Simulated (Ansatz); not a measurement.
**C2H10Ga2O2: small, medium and large basis sets**

How large a basis does C2H10Ga2O2 need? Two functionals are run in growing sets.

The runs use Ansatz 0.2.0, Gaussian basis; one geometry, several basis sets.

Levels to be run: PBE0-D4/def2-SVP; ωB97M-V/def2-SVP; PBE0-D4/def2-QZVPP; ωB97M-V/def2-QZVPP; the functionals' def2-TZVPP values are taken from earlier runs.

1 further run of the same task is left out (it didn't finish).

## Step 1: The geometry

An earlier PBE0-D4 in a triple-zeta def2 set relaxation fixed the geometry.

SMILES `[CH3][Ga@H-]1[OH+][Ga@@H-]([CH3])[OH+]1`, 16 atoms, charge 0, spin multiplicity 1.

Atoms are counted from 1 here; the program's logs count them from 0.

Bond lengths: C1–Ga2 1.956 Å, C1–H7 1.092 Å, C1–H8 1.092 Å, C1–H9 1.092 Å, Ga2–O3 1.973 Å, Ga2–O6 1.972 Å, Ga2–H10 1.572 Å, O3–Ga4 1.972 Å, O3–H11 0.959 Å, Ga4–C5 1.956 Å, Ga4–O6 1.973 Å, Ga4–H12 1.572 Å, C5–H13 1.092 Å, C5–H14 1.092 Å, C5–H15 1.092 Å, O6–H16 0.959 Å. Angles: Ga2–C1–H7 111.0°, Ga2–C1–H8 111.1°, Ga2–C1–H9 110.1°, H7–C1–H8 108.0°, H7–C1–H9 108.3°, H8–C1–H9 108.3°, C1–Ga2–O3 108.3°, C1–Ga2–O6 108.3°, C1–Ga2–H10 130.4°, O3–Ga2–O6 83.2°, O3–Ga2–H10 108.3°, O6–Ga2–H10 108.3°, Ga2–O3–Ga4 96.7°, Ga2–O3–H11 113.8°, Ga4–O3–H11 113.8°, O3–Ga4–C5 108.3°, O3–Ga4–O6 83.2°, O3–Ga4–H12 108.3° and more.

## Step 2: PBE0-D4 in def2-SVP

File in.yaml:

```yaml
crystal:
  periodic: [false, false, false]
  atoms:
    - {symbol: C, position_ang: [-0.139872, -2.441822, 0.230990]}
    - {symbol: Ga, position_ang: [1.185120, -1.109494, -0.312742]}
    - {symbol: O, position_ang: [0.301242, 0.194288, -1.500054]}
    - {symbol: Ga, position_ang: [0.132818, 1.639333, -0.168087]}
    - {symbol: C, position_ang: [-1.722707, 1.693024, 0.448750]}
    - {symbol: O, position_ang: [1.130494, 0.381299, 0.977719]}
    - {symbol: H, position_ang: [-0.353117, -3.137570, -0.583233]}
    - {symbol: H, position_ang: [0.214320, -3.021390, 1.086049]}
    - {symbol: H, position_ang: [-1.072635, -1.949939, 0.513804]}
    - {symbol: H, position_ang: [2.670043, -1.288804, -0.796247]}
    - {symbol: H, position_ang: [0.823032, 0.434436, -2.268582]}
    - {symbol: H, position_ang: [1.102701, 2.805538, -0.580668]}
    - {symbol: H, position_ang: [-2.083030, 0.680967, 0.643396]}
    - {symbol: H, position_ang: [-2.372317, 2.149219, -0.301168]}
    - {symbol: H, position_ang: [-1.813095, 2.271651, 1.370438]}
    - {symbol: H, position_ang: [1.997015, 0.699284, 1.239623]}
basis:
  gaussian: {orbitals: def2-SVP}
hamiltonian: {xc: pbe0, dispersion: d4}
output: {orbitals: {seedname: orbitals}}
```

Started as:

```console
ansatz run in.yaml --threads 2 --pin off --events-out ev --progress --plain --max-ram 22528MiB --backend cpu
```

After this run come: ωB97M-V in def2-SVP; PBE0-D4 in def2-QZVPP; ωB97M-V in def2-QZVPP.

Q: Predict the results of all the runs planned. Wanted: PBE0-D4: double and triple zeta above quadruple; ωB97M-V: double and triple zeta above quadruple.

The runs gave:

| quantity | value |
| --- | --- |
| PBE0-D4: double and triple zeta above quadruple | 23.64, 2.73 eV |
| ωB97M-V: double and triple zeta above quadruple | 23.77, 2.64 eV |

In words: For PBE0-D4 the step from double to triple zeta gains 20.91 eV and the next only 2.73 eV. Total energies overstate the basis error of differences, where much of it tends to cancel. The LUMO of ωB97M-V is positive and keeps falling with the basis (1.83 to 0.87 eV): an unbound level that the basis holds in place.
